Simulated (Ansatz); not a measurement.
# ClH5O2Si2: one species, many methods

How much do the methods differ for ClH5O2Si2? The plan is to run it at one geometry with functionals of several rungs and with coupled cluster. The yardstick is the atomisation energy at the CCSD(T) limit.

Method: functionals in def2-TZVPP, the program's frozen cores in correlated methods; program: Ansatz 0.2.0, Gaussian basis.

The runs, in order: PBE-D4, r2SCAN-D4, PBE0-D4, B3LYP-D4, ωB97X-V, ωB97M-V, B2PLYP; CCSD(T)/def2-TZVPP; MP2/def2-QZVPP; extrapolation to the limit.

### 1 The relaxed structure

The geometry comes from an earlier relaxation with PBE0-D4 in a triple-zeta def2 set; it is a stationary point, not always the lowest conformer.

SMILES `O[SiH2][SiH](O)Cl`, 10 atoms, charge 0, spin multiplicity 1.

Atoms are counted from 1 here; the program's logs count them from 0.

Bond lengths: O1–Si2 1.650 Å, O1–H6 0.960 Å, Si2–Si3 2.348 Å, Si2–H7 1.491 Å, Si2–H8 1.483 Å, Si3–O4 1.649 Å, Si3–Cl5 2.066 Å, Si3–H9 1.486 Å, O4–H10 0.959 Å. Angles: Si2–O1–H6 115.5°, O1–Si2–Si3 106.6°, O1–Si2–H7 111.9°, O1–Si2–H8 108.2°, Si3–Si2–H7 109.2°, Si3–Si2–H8 112.4°, H7–Si2–H8 108.5°, Si2–Si3–O4 101.2°, Si2–Si3–Cl5 111.9°, Si2–Si3–H9 117.8°, O4–Si3–Cl5 110.1°, O4–Si3–H9 111.1°, Cl5–Si3–H9 104.7°, Si3–O4–H10 118.9°.

### 2 PBE-D4 (GGA)

Input file in.yaml:

```yaml
crystal:
  periodic: [false, false, false]
  atoms:
    - {symbol: O, position_ang: [-0.929999, 0.870571, 1.737407]}
    - {symbol: Si, position_ang: [-0.447356, 1.332241, 0.228873]}
    - {symbol: Si, position_ang: [0.341065, -0.602399, -0.843764]}
    - {symbol: O, position_ang: [0.842375, -1.502224, 0.443518]}
    - {symbol: Cl, position_ang: [-1.163358, -1.590796, -1.857020]}
    - {symbol: H, position_ang: [-0.481115, 0.102539, 2.098664]}
    - {symbol: H, position_ang: [0.645972, 2.344953, 0.279813]}
    - {symbol: H, position_ang: [-1.611182, 1.930954, -0.468054]}
    - {symbol: H, position_ang: [1.430219, -0.446273, -1.842924]}
    - {symbol: H, position_ang: [1.198581, -2.379165, 0.286487]}
basis:
  gaussian: {orbitals: def2-TZVPP}
hamiltonian: {xc: pbe, dispersion: d4}
output: {forces: true, orbitals: {seedname: orbitals}}
```

Standard output, shortened:

```text
Functional definition: PBE
  name "PBE"
  cite "Perdew, Burke & Ernzerhof, Phys. Rev. Lett. 77, 3865 (1996) doi:10.1103/PhysRevLett.77.3865"
  parent pbe
[...]
1467 factors; their error is unknown
[...]
mean field -32442.32639133 eV, -1192.2335046829 hartree, gradient 2.4e-5 eV, S^2 0.000000; 0 other end points of the search recorded, 0 dependent functions left out
[...]
reference -32442.32643604 eV, -1192.2335063260 hartree; 33, 33 occupied and 225, 225 virtual orbitals, 1467 factors
Total energy: -32442.58558884 eV, -1192.2430300156 hartree
Atom 0 at    -0.929999     0.870571     1.737407 Å, force    -0.378241     0.210118     0.325455 eV/Å
Atom 1 at    -0.447356     1.332241     0.228873 Å, force     0.154358     0.030339    -0.337405 eV/Å
Atom 2 at     0.341065    -0.602399    -0.843764 Å, force    -0.043631     0.286848    -0.220014 eV/Å
Atom 3 at     0.842375    -1.502224     0.443518 Å, force    -0.003022     0.139211     0.502870 eV/Å
Atom 4 at    -1.163358    -1.590796    -1.857020 Å, force    -0.227061    -0.132883    -0.160375 eV/Å
Atom 5 at    -0.481115     0.102539     2.098664 Å, force     0.200354    -0.350260     0.166151 eV/Å
Atom 6 at     0.645972     2.344953     0.279813 Å, force     0.122477     0.128020    -0.007237 eV/Å
Atom 7 at    -1.611182     1.930954    -0.468054 Å, force    -0.132876     0.068864    -0.072688 eV/Å
Atom 8 at     1.430219    -0.446273    -1.842924 Å, force     0.136468     0.026776    -0.130815 eV/Å
Atom 9 at     1.198581    -2.379165     0.286487 Å, force     0.171173    -0.407032    -0.065941 eV/Å
Dipole moment:     0.387116    -0.244378     0.038575 e Å
```

Wall time 2.8 s (4 threads, shared host); peak memory 0.37 GiB.

With the free atoms at this level, -32406.629 eV in sum, the atomisation energy is 35.957 eV. HOMO -6.65 eV, LUMO -1.71 eV.

### 3 r2SCAN-D4 (meta-GGA)

in.yaml: that of step 2 with these lines changed.

```diff
@@ -15,3 +15,3 @@
   gaussian: {orbitals: def2-TZVPP}
-hamiltonian: {xc: pbe, dispersion: d4}
+hamiltonian: {xc: r2scan, dispersion: d4}
 output: {forces: true, orbitals: {seedname: orbitals}}
```

Standard output, shortened:

```text
Functional definition: r2SCAN
  name "r2SCAN"
  cite "Furness, Kaplan, Ning, Perdew & Sun, J. Phys. Chem. Lett. 11, 8208 (2020) doi:10.1021/acs.jpclett.0c02405"
  cite "Furness, Kaplan, Ning, Perdew & Sun, J. Phys. Chem. Lett. 11, 9248 (2020) doi:10.1021/acs.jpclett.0c03077"
  parent r2scan
[...]
1467 factors; their error is unknown
[...]
mean field -32455.90164879 eV, -1192.7323861929 hartree, gradient 1.2e-5 eV, S^2 0.000000; 0 other end points of the search recorded, 0 dependent functions left out
[...]
reference -32455.90166162 eV, -1192.7323866643 hartree; 33, 33 occupied and 225, 225 virtual orbitals, 1467 factors
Total energy: -32455.96454088 eV, -1192.7346974345 hartree
Atom 0 at    -0.929999     0.870571     1.737407 Å, force    -0.031800    -0.012234     0.062116 eV/Å
Atom 1 at    -0.447356     1.332241     0.228873 Å, force     0.032580     0.024120    -0.075631 eV/Å
Atom 2 at     0.341065    -0.602399    -0.843764 Å, force     0.045591     0.057612    -0.043364 eV/Å
Atom 3 at     0.842375    -1.502224     0.443518 Å, force     0.003133     0.004586     0.064930 eV/Å
Atom 4 at    -1.163358    -1.590796    -1.857020 Å, force    -0.063674    -0.040237    -0.040705 eV/Å
Atom 5 at    -0.481115     0.102539     2.098664 Å, force     0.003617    -0.012537     0.013232 eV/Å
Atom 6 at     0.645972     2.344953     0.279813 Å, force    -0.019169     0.003578    -0.003167 eV/Å
Atom 7 at    -1.611182     1.930954    -0.468054 Å, force     0.020327     0.001130     0.015708 eV/Å
Atom 8 at     1.430219    -0.446273    -1.842924 Å, force    -0.005361     0.002369     0.010101 eV/Å
Atom 9 at     1.198581    -2.379165     0.286487 Å, force     0.014757    -0.028388    -0.003221 eV/Å
Dipole moment:     0.403433    -0.247002     0.034221 e Å
```

Wall time 6 s (4 threads, shared host); peak memory 0.4 GiB.

With the free atoms at this level, -32420.090 eV in sum, the atomisation energy is 35.875 eV. HOMO -6.94 eV, LUMO -1.38 eV.

### 4 PBE0-D4 (hybrid)

in.yaml: that of step 3 with these lines changed.

```diff
@@ -15,3 +15,3 @@
   gaussian: {orbitals: def2-TZVPP}
-hamiltonian: {xc: r2scan, dispersion: d4}
-output: {forces: true, orbitals: {seedname: orbitals}}
+hamiltonian: {xc: pbe0, dispersion: d4}
+output: {orbitals: {seedname: orbitals}}
```

Standard output:

```text
Functional definition: PBE0
  name "PBE0"
  cite "Adamo & Barone, J. Chem. Phys. 110, 6158 (1999) doi:10.1063/1.478522"
  cite "Perdew, Burke & Ernzerhof, Phys. Rev. Lett. 77, 3865 (1996) doi:10.1103/PhysRevLett.77.3865"
  parent pbe
  parameter a = 0.25
  parameter kappa = 0.804
  parameter beta = 0.06672455060314922
  exchange = (1 - a)*pbe_x(kappa = kappa, mu = beta*pi^2/3) + a*exact_x
  correlation = pbe_c(beta = beta)
1504 factors; their error is unknown
mean field evaluation 1: about -32436.9225 eV, gradient 7.1e1 eV
mean field evaluation 2: about -32418.7466 eV, gradient 1.2e2 eV
mean field evaluation 4: about -32444.8618 eV, gradient 3.3e0 eV
mean field evaluation 8: about -32444.9553 eV, gradient 2.3e-1 eV
mean field evaluation 16: about -32444.9554 eV, gradient 3.1e-5 eV
mean field -32444.95535332 eV, -1192.3301172539 hartree, gradient 3.1e-5 eV, S^2 0.000000; 0 other end points of the search recorded, 0 dependent functions left out
reference -32444.95538673 eV, -1192.3301184816 hartree; 33, 33 occupied and 225, 225 virtual orbitals, 1504 factors
Total energy: -32445.17732871 eV, -1192.3382746990 hartree
```

Wall time 3.7 s (4 threads, shared host); peak memory 0.74 GiB.

With the free atoms at this level, -32409.816 eV in sum, the atomisation energy is 35.361 eV. HOMO -7.90 eV, LUMO -0.86 eV.

### 5 B3LYP-D4 (hybrid)

B3LYP here takes the VWN-RPA correlation.

in.yaml: that of step 4 with these lines changed.

```diff
@@ -15,3 +15,3 @@
   gaussian: {orbitals: def2-TZVPP}
-hamiltonian: {xc: pbe0, dispersion: d4}
-output: {orbitals: {seedname: orbitals}}
+hamiltonian: {xc: {name: B3LYP}, dispersion: d4}
+output: {forces: true, orbitals: {seedname: orbitals}}
```

Standard output, shortened:

```text
Functional definition: B3LYP
  name "B3LYP"
  cite "Stephens, Devlin, Chabalowski & Frisch, J. Phys. Chem. 98, 11623 (1994) doi:10.1021/j100096a001"
  cite "Becke, Phys. Rev. A 38, 3098 (1988) doi:10.1103/PhysRevA.38.3098"
  cite "Lee, Yang & Parr, Phys. Rev. B 37, 785 (1988) doi:10.1103/PhysRevB.37.785"
  cite "Vosko, Wilk & Nusair, Can. J. Phys. 58, 1200 (1980) doi:10.1139/p80-159"
[...]
1492 factors; their error is unknown
[...]
mean field -32461.71971865 eV, -1192.9461963166 hartree, gradient 5.2e-5 eV, S^2 0.000000; 0 other end points of the search recorded, 0 dependent functions left out
[...]
reference -32461.72000783 eV, -1192.9462069436 hartree; 33, 33 occupied and 225, 225 virtual orbitals, 1492 factors
Total energy: -32462.14096222 eV, -1192.9616767321 hartree
Atom 0 at    -0.929999     0.870571     1.737407 Å, force    -0.010171    -0.054955     0.097484 eV/Å
Atom 1 at    -0.447356     1.332241     0.228873 Å, force     0.015694     0.197396    -0.180068 eV/Å
Atom 2 at     0.341065    -0.602399    -0.843764 Å, force     0.168460     0.190720    -0.096806 eV/Å
Atom 3 at     0.842375    -1.502224     0.443518 Å, force     0.052657    -0.089689     0.072442 eV/Å
Atom 4 at    -1.163358    -1.590796    -1.857020 Å, force    -0.173935    -0.111646    -0.114666 eV/Å
Atom 5 at    -0.481115     0.102539     2.098664 Å, force    -0.023877    -0.012099     0.065423 eV/Å
Atom 6 at     0.645972     2.344953     0.279813 Å, force    -0.067117    -0.051342    -0.001345 eV/Å
Atom 7 at    -1.611182     1.930954    -0.468054 Å, force     0.070921    -0.030899     0.046017 eV/Å
Atom 8 at     1.430219    -0.446273    -1.842924 Å, force    -0.053620    -0.001818     0.062186 eV/Å
Atom 9 at     1.198581    -2.379165     0.286487 Å, force     0.020988    -0.035668     0.049332 eV/Å
Dipole moment:     0.412183    -0.237624     0.006915 e Å
```

Run time: 6 s. Hardware: 4 threads, shared host; peak memory 0.81 GiB.

With the free atoms at this level, -32426.571 eV in sum, the atomisation energy is 35.570 eV. HOMO -7.71 eV, LUMO -1.06 eV.

### 6 ωB97X-V (range-separated)

in.yaml: that of step 5 with these lines changed.

```diff
@@ -15,3 +15,3 @@
   gaussian: {orbitals: def2-TZVPP}
-hamiltonian: {xc: {name: B3LYP}, dispersion: d4}
-output: {forces: true, orbitals: {seedname: orbitals}}
+hamiltonian: {xc: {name: wB97X-V}}
+output: {orbitals: {seedname: orbitals}}
```

Standard output, shortened:

```text
Functional definition: wB97X-V
  name "wB97X-V"
  cite "Mardirossian & Head-Gordon, Phys. Chem. Chem. Phys. 16, 9904 (2014) doi:10.1039/C3CP54374A"
  cite "Becke, J. Chem. Phys. 107, 8554 (1997) doi:10.1063/1.475007"
  cite "Vydrov & Van Voorhis, J. Chem. Phys. 133, 244103 (2010) doi:10.1063/1.3521275"
[...]
      + integral(e_c_pw_opposite_spin*poly(b97_u_opposite, cos0, cos1)) + vv10(b, c)
1489 factors; their error is unknown
303 factors; integrals over basis functions are off by at most 2.3e-5 eV
[...]
mean field -32454.41113397 eV, -1192.6776107834 hartree, gradient 4.4e-5 eV, S^2 0.000000; 0 other end points of the search recorded, 0 dependent functions left out
reference -32454.41113181 eV, -1192.6776107040 hartree; 33, 33 occupied and 225, 225 virtual orbitals, 1489 factors
Total energy: -32454.41113181 eV, -1192.6776107040 hartree
```

It took 9.5 s on 4 threads, shared host; peak memory 0.89 GiB.

Atomisation energy: 36.028 eV (free atoms -32418.383 eV, run apart). HOMO -10.20 eV, LUMO 1.18 eV.

### 7 ωB97M-V (range-separated)

in.yaml: that of step 6 with these lines changed.

```diff
@@ -15,3 +15,3 @@
   gaussian: {orbitals: def2-TZVPP}
-hamiltonian: {xc: {name: wB97X-V}}
-output: {orbitals: {seedname: orbitals}}
+hamiltonian: {xc: {name: wB97M-V}}
+output: {forces: true, orbitals: {seedname: orbitals}}
```

Standard output, shortened:

```text
Functional definition: wB97M-V
  name "wB97M-V"
  cite "Mardirossian & Head-Gordon, J. Chem. Phys. 144, 214110 (2016) doi:10.1063/1.4952647"
  cite "Becke, J. Chem. Phys. 107, 8554 (1997) doi:10.1063/1.475007"
  cite "Vydrov & Van Voorhis, J. Chem. Phys. 133, 244103 (2010) doi:10.1063/1.3521275"
  # Of w^i u^j: cxij and so on, Table III.
[...]
  gx(w, u) = 1 - cx + cx01*u + cx10*w
  gss(w, u) = css00 + css04*u^4 + css10*w + css20*w^2 + css43*w^4*u^3
  gos(w, u) = cos00 + cos10*w + (cos20 + cos21*u)*w^2 + (cos60 + cos61*u)*w^6
[...]
      + integral(e_c_pw_mod_opposite_spin*gos(b97_w_opposite, b97_u_opposite)) + vv10(b, c)
1489 factors; their error is unknown
303 factors; integrals over basis functions are off by at most 2.3e-5 eV
[...]
Atom 0 at    -0.929999     0.870571     1.737407 Å, force     0.015623    -0.075684     0.075676 eV/Å
Atom 1 at    -0.447356     1.332241     0.228873 Å, force     0.048562     0.135937    -0.213959 eV/Å
Atom 2 at     0.341065    -0.602399    -0.843764 Å, force     0.087361     0.218387    -0.118961 eV/Å
Atom 3 at     0.842375    -1.502224     0.443518 Å, force     0.039552    -0.095948     0.050733 eV/Å
Atom 4 at    -1.163358    -1.590796    -1.857020 Å, force    -0.037586    -0.025210    -0.018285 eV/Å
Atom 5 at    -0.481115     0.102539     2.098664 Å, force    -0.028846     0.023819     0.009609 eV/Å
Atom 6 at     0.645972     2.344953     0.279813 Å, force    -0.124952    -0.118098    -0.008305 eV/Å
Atom 7 at    -1.611182     1.930954    -0.468054 Å, force     0.133861    -0.072445     0.076892 eV/Å
Atom 8 at     1.430219    -0.446273    -1.842924 Å, force    -0.123208    -0.019026     0.117466 eV/Å
Atom 9 at     1.198581    -2.379165     0.286487 Å, force    -0.010367     0.028270     0.029134 eV/Å
Dipole moment:     0.412228    -0.242246     0.011380 e Å
```

Wall time 15 s (4 threads, shared host); peak memory 1 GiB.

With the free atoms at this level, -32421.144 eV in sum, the atomisation energy is 35.918 eV. HOMO -9.97 eV, LUMO 0.87 eV.

### 8 B2PLYP (double hybrid)

in.yaml: that of step 7 with these lines changed.

```diff
@@ -15,3 +15,2 @@
   gaussian: {orbitals: def2-TZVPP}
-hamiltonian: {xc: {name: wB97M-V}}
-output: {forces: true, orbitals: {seedname: orbitals}}
+hamiltonian: {xc: {name: B2PLYP}}
```

Standard output, shortened:

```text
Functional definition: B2PLYP
  name "B2PLYP"
  cite "Grimme, J. Chem. Phys. 124, 034108 (2006) doi:10.1063/1.2148954"
  cite "Becke, Phys. Rev. A 38, 3098 (1988) doi:10.1103/PhysRevA.38.3098"
  cite "Lee, Yang & Parr, Phys. Rev. B 37, 785 (1988) doi:10.1103/PhysRevB.37.785"
[...]
1528 factors; integrals over basis functions are off by at most 9.9e-4 eV
[...]
mean field -32439.33857651 eV, -1192.1237045134 hartree, gradient 9.6e-6 eV, S^2 0.000000; 0 other end points of the search recorded, 0 dependent functions left out
17 core orbitals not correlated: weight in the atoms' cores, before any rotation towards them, 1.000 or more for the frozen orbitals, at most 0.000 for the correlated occupied ones
reference -32439.33875918 eV, -1192.1237112263 hartree; 16, 16 occupied and 225, 225 virtual orbitals, 1528 factors
second order -29.98317634 eV of doubles, -0.00000000 eV of singles
Total energy: -32447.43421679 eV, -1192.4212138062 hartree
```

Wall time 6.5 s (4 threads, shared host); peak memory 0.68 GiB.

Atomisation energy: 35.258 eV (free atoms -32412.176 eV, run apart).

### 9 Orbital energies across the functionals

Dipoles come from the runs that computed forces. Levels, from each run's orbital file:

```tsv
functional	HOMO (eV)	LUMO (eV)	gap (eV)	dipole (D)
PBE-D4	-6.65	-1.71	4.94	2.21
r2SCAN-D4	-6.94	-1.38	5.56	2.28
PBE0-D4	-7.90	-0.86	7.04	
B3LYP-D4	-7.71	-1.06	6.65	2.29
ωB97X-V	-10.20	1.18	11.38	
ωB97M-V	-9.97	0.87	10.83	2.30
```

### 10 CCSD(T) in def2-TZVPP

in.yaml: that of step 8 with these lines changed.

```diff
@@ -15,2 +15,2 @@
   gaussian: {orbitals: def2-TZVPP}
-hamiltonian: {xc: {name: B2PLYP}}
+correlation: {method: ccsd_t}
```

Standard output, shortened:

```text
Functional definition: HF
  name "HF"
  cite "Fock, Z. Phys. 61, 126 (1930) doi:10.1007/BF01340294"
  parent pbe
[...]
1528 factors; integrals over basis functions are off by at most 9.9e-4 eV
[...]
mean field -32388.60337091 eV, -1190.2592200971 hartree, gradient 6.4e-6 eV, S^2 0.000000; 0 other end points of the search recorded, 0 dependent functions left out
17 core orbitals not correlated: weight in the atoms' cores, before any rotation towards them, 1.000 or more for the frozen orbitals, at most 0.000 for the correlated occupied ones
reference -32388.60337091 eV, -1190.2592200971 hartree; 16, 16 occupied and 225, 225 virtual orbitals, 1528 factors
second order -24.77002325 eV of doubles, -0.00000000 eV of singles
cycle   1  -25.35806286 eV  change   -5.9e-1 eV  update   1.1e-1
[...]
cycle   9  -26.06242633 eV  change   -2.3e-5 eV  update   2.2e-5
perturbative correction -0.96704486 eV, -0.0355382431 hartree
Total energy: -32415.63284210 eV, -1191.2525348419 hartree
```

It took 3.1 min on 4 threads, shared host; peak memory 5.6 GiB.

### 11 MP2 in def2-QZVPP

in.yaml: that of step 10 with these lines changed.

```diff
@@ -14,3 +14,3 @@
 basis:
-  gaussian: {orbitals: def2-TZVPP}
-correlation: {method: ccsd_t}
+  gaussian: {orbitals: "def2-QZVPP.json"}
+correlation: {method: mp2}
```

Standard output:

```text
Functional definition: HF
  name "HF"
  cite "Fock, Z. Phys. 61, 126 (1930) doi:10.1007/BF01340294"
  parent pbe
  exchange = exact_x
  correlation = 0
2835 factors; integrals over basis functions are off by at most 7.3e-4 eV
mean field evaluation 1: about -32384.4798 eV, gradient 5.1e1 eV
mean field evaluation 2: about -32384.6380 eV, gradient 5.1e1 eV
mean field evaluation 4: about -32389.5871 eV, gradient 3.6e0 eV
mean field evaluation 8: about -32389.6517 eV, gradient 2.3e-1 eV
mean field -32389.65194377 eV, -1190.2977544390 hartree, gradient 2.5e-6 eV, S^2 0.000000; 0 other end points of the search recorded, 0 dependent functions left out
17 core orbitals not correlated: weight in the atoms' cores, before any rotation towards them, 1.000 or more for the frozen orbitals, at most 0.000 for the correlated occupied ones
reference -32389.65194377 eV, -1190.2977544390 hartree; 16, 16 occupied and 441, 441 virtual orbitals, 2835 factors
second order -26.92802054 eV of doubles, -0.00000000 eV of singles
Total energy: -32416.57996432 eV, -1191.2873409416 hartree
```

Wall time 24 s (4 threads, shared host); peak memory 2.8 GiB.

The pieces so far (eV):

```tsv
basis	HF	MP2 correlation	CCSD correlation	(T)	total
def2-TZVPP	-32388.6034	-24.7700	-26.0624	-0.9670	-32415.6328
def2-QZVPP	-32389.6519	-26.9280			-32416.5800 (MP2)
```

The report of the def2-TZVPP run gives T1 = 0.0115.

### 12 Extrapolating to the complete basis

No new run: Hartree-Fock is extrapolated as exp(−7.88√X) and correlation as X^−2.97, with X = 3 and 4; only MP2 was run in the larger set, so CCSD(T) minus MP2 is added from the smaller one.

```tsv
level	energy at the limit (eV)
HF	-32389.7964
MP2	-32418.3229
CCSD	-32419.6153
CCSD(T)	-32420.5824
```

### 13 All levels against the reference

Free atoms (2 O, 2 Si, 1 Cl, 5 H) were run apart at each level; the atomisation energy is their sum less the molecule, without zero-point or spin-orbit terms.

```tsv
method	rung	atoms, summed (eV)	atomisation energy (eV)	from CCSD(T)/CBS (eV)	time
PBE-D4	GGA	-32406.629	35.957	-0.074	2.8 s
r2SCAN-D4	meta-GGA	-32420.090	35.875	-0.156	6 s
PBE0-D4	hybrid	-32409.816	35.361	-0.670	3.7 s
B3LYP-D4	hybrid	-32426.571	35.570	-0.461	6 s
ωB97X-V	range-separated	-32418.383	36.028	-0.003	9.5 s
ωB97M-V	range-separated	-32421.144	35.918	-0.113	15 s
B2PLYP	double hybrid	-32412.176	35.258	-0.773	6.5 s
HF/def2-TZVPP	wavefunction	-32362.742	25.861	-10.170	
MP2/def2-TZVPP	wavefunction	-32377.813	35.560	-0.471	
CCSD/def2-TZVPP	wavefunction	-32380.357	34.309	-1.722	
CCSD(T)/def2-TZVPP	wavefunction	-32380.804	34.829	-1.202	3.1 min
MP2/CBS	wavefunction	-32381.561	36.762	+0.731	
CCSD(T)/CBS	wavefunction	-32384.551	36.031	0	3.4 min
```

Among the levels timed on like hardware and quicker than the yardstick, those that no quicker one beats, quickest first: PBE-D4 (2.8 s, -0.074 eV); ωB97X-V (9.5 s, -0.003 eV).

B2PLYP carry no dispersion term (for B3LYP, D4 adds 0.421 eV).

Times are those of the molecule's run; HF, MP2 and CCSD come out of the CCSD(T) runs, and the limit's time is the sum of the runs that it needs.

### 14 Outcome

```
                               quantity                                 value
        atomisation energy, CCSD(T)/CBS                             36.031 eV
    functionals within 0.180 eV (0.5 %)   PBE-D4, r2SCAN-D4, ωB97X-V, ωB97M-V
                               farthest                    B2PLYP (-0.773 eV)
             mean size of error, hybrid                              0.565 eV
    mean size of error, range-separated                              0.058 eV
              gap, smallest and largest  4.94 eV (PBE-D4), 11.38 eV (ωB97X-V)
                          T1 diagnostic                                0.0115
triples share of the correlation energy                                 3.6 %
```

What this shows: PBE-D4 misses by -0.074 eV. Double hybrids carry the basis error of their MP2 part in triple zeta, and no dispersion term here, so their miss is partly the set-up's. The reference freezes the cores and leaves out relativity and excitations past (T), so misses under about 0.180 eV can't be ranked. Hartree-Fock recovers 72 % of the binding; the rest is correlation. The gap grows from 4.9 to 11.4 eV across the functionals, mostly with the share of exact exchange.

For cost: ωB97X-V gets within 0.003 eV in 9.5 s, where CCSD(T)/CBS took 3.4 min; the quickest level in the cost chart, PBE-D4, takes 2.8 s and misses by 0.074 eV.
